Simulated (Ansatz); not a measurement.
# Li5Os: the cost of one run

Program: Ansatz 0.2.0. Level of theory: DFT PBE, scalar-relativistic, plane waves, PAW. These are calculated values, not measurements.

1 further run of the same task is left out (it didn't finish).

### 1 The structure to begin with

It takes space group P-6m2 (No. 187, hexagonal). The conventional cell has a = 3.712 Å, b = 3.712 Å, c = 6.175 Å, α = 90.00°, β = 90.00°, γ = 120.00°. Around Li (site symmetry 3m) lie 3 Li at 2.24 Å and 3 Os at 2.52 Å. Li (site symmetry -6m2) has 6 Li at 2.41 Å in its first shell of neighbours. Li (site symmetry 3m) has 1 Os at 1.99 Å and 4 Li at 2.19 to 2.24 Å in its first shell of neighbours. Os (site symmetry -6m2) has 2 Li at 1.99 Å in its first shell of neighbours.

Structure file:

```
CELL_PARAMETERS angstrom
3.71221 0.00000 0.00000
-1.85610 3.21486 0.00000
0.00000 0.00000 6.17540
ATOMIC_POSITIONS crystal
Li 0.00000 0.00000 0.21577
Li 0.00000 0.00000 0.78423
Li 0.33333 0.66667 0.50000
Li 0.66667 0.33333 0.32256
Li 0.66667 0.33333 0.67744
Os 0.66667 0.33333 0.00000
```

A structure generator made this guess: random cell by space group and Wyckoff sites (P-6m2, No. 187). Lengths come from tabulated atomic sizes and are only a guess.

### 2 A first look at the guess

input.yaml

```yaml
crystal:
  lattice:
    - [3.71220513, 0.0, 0.0]
    - [-1.85610256, 3.21486394, 0.0]
    - [0.0, 0.0, 6.17540076]
  atoms:
    - { symbol: Li, position: [0.0, 0.0, 0.21577346] }
    - { symbol: Li, position: [0.0, 0.0, 0.78422654] }
    - { symbol: Li, position: [0.33333333, 0.66666667, 0.5] }
    - { symbol: Li, position: [0.66666667, 0.33333333, 0.32256217] }
    - { symbol: Li, position: [0.66666667, 0.33333333, 0.67743783] }
    - { symbol: Os, position: [0.66666667, 0.33333333, 0.0] }
basis:
  ecutwfc: 420
kpoints:
  mp_grid: { grid: [6, 6, 4] }
hamiltonian:
  xc: pbe
scf:
  occupations: { method: gaussian, width: 0.1 }
  lower_state_search: "off"
output:
  forces: true
  stress: true
  eigenvalues: true
```

On the command line:

```sh
> ansatz run input.yaml --threads 1 --pin off --max-ram 2560MiB --backend cpu --events-out ev --progress --plain --runs-dir out
```

Q: Estimate wall time and peak memory on 1 thread of Intel Xeon Platinum 8488C (Sapphire Rapids), shared host.

About 2.1 s, with a peak of 0.37 GiB.
